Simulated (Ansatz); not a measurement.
Be₃Fe, space group Pm-3m: a fixed-spin-moment curve, run with the Ansatz DFT code, driven from Python.

Input file `POSCAR_be3fe`:
```text
Be3Fe
1.0
   3.23900111    0.00000000    0.00000000
   0.00000000    3.23900111    0.00000000
   0.00000000    0.00000000    3.23900111
Be Fe
3 1
Direct
   0.00000000    0.50000000    0.50000000
   0.50000000    0.00000000    0.50000000
   0.50000000    0.50000000    0.00000000
   0.00000000    0.00000000    0.00000000
```

The script, `fsm_be3fe.py`:
```python
"""Fixed-spin-moment curve of Be3Fe."""

import warnings

import ansatz as az
from ase.io import read
from tabulate import tabulate

params = {
    "filling": "cold",
    "sigma": 0.15,
    "max_iterations": 150,
    "kgrid": (9, 9, 9),
}


def main() -> None:
    warnings.simplefilter("ignore", az.DeckWarning)

    atoms = read("POSCAR_be3fe", format="vasp")
    crystal = az.Crystal.from_ase(atoms)

    setup = (
        crystal.calculation()
        .pseudopotentials("paw")
        .occupations(params["filling"], width=params["sigma"])  # the run then minimises F = E - TS
        .eigensolver("davidson", full_accuracy=True)
        .scf(max_iterations=params["max_iterations"])
        .kpoints(*params["kgrid"], center="monkhorst-pack")  # sampling of the Brillouin zone
        .functional(az.Functional.LDA)
    )
    # a hard lock holds the total moment, with one Fermi level a spin
    rows = []
    for total in [0.0, 0.8, 1.7, 2.5, 3.4, 4.2]:
        summary = setup.spin("collinear", total=total, lock="hard").run(threads=1, backend="cpu").report
        up, down = summary["spin_fermi_energies_ev"]
        rows.append((total, summary["free_energy_ev"], up - down, summary["absolute_magnetization_mub"]))
    reference = rows[0][1]
    rows = [(m, 1000 * (e - reference), split, size) for m, e, split, size in rows]
    print(tabulate(rows, headers=["total muB", "F - F(0) meV", "EF up - down eV", "absolute muB"], floatfmt=".4f", tablefmt="pipe"))
    best = min(rows, key=lambda row: row[1])
    print(f"lowest at {best[0]} muB per cell, {best[1]:.1f} meV against the first point")


if __name__ == "__main__":
    main()
```

At which total moment is the energy lowest, and how steeply does it rise?

The lowest point lies at 1.7 μB a cell, 85.0 meV below the point at 0 μB; at 4.2 μB the energy is 2769 meV above the lowest.

What the script printed:

`python fsm_be3fe.py` gives:
```text
RunWarning: this spin-polarised run has no starting moment large enough to seed its density, and nothing else in its deck makes the two spin channels differ, so an SCF from that start keeps the [...]
|   total muB |   F - F(0) meV |   EF up - down eV |   absolute muB |
|------------:|---------------:|------------------:|---------------:|
|      0.0000 |         0.0000 |            0.0000 |         0.0000 |
|      0.8000 |       -54.3253 |           -0.2130 |         0.9951 |
|      1.7000 |       -84.9966 |            0.3415 |         1.7920 |
|      2.5000 |       252.9352 |            1.3952 |         2.5181 |
|      3.4000 |      1191.0855 |            2.7450 |         3.4006 |
|      4.2000 |      2683.7332 |            4.8590 |         4.2000 |
lowest at 1.7 muB per cell, -85.0 meV against the first point
```
(Warnings from the package without file and line, shortened.)

Reading the output:
- The settings weren't tested for convergence.
- For a metal this k-point mesh is coarse: on a finer one energies can move by several to tens of meV an atom and pressures by half a GPa or more, differences at one mesh by less.
- The structure comes from a database of computed cells and needn't be a stable or known phase.
- Only points where the Fermi levels of the two spins meet (minima, maxima and zero moment) are free solutions; a shallow minimum can lie between the points.
- The script silences the warnings on its input, which a real study should read.
- Wall time of the script: 20 s on 1 thread of Intel(R) Xeon(R) Platinum 8559C (Emerald Rapids) (shared host), peak memory 0.46 GiB.
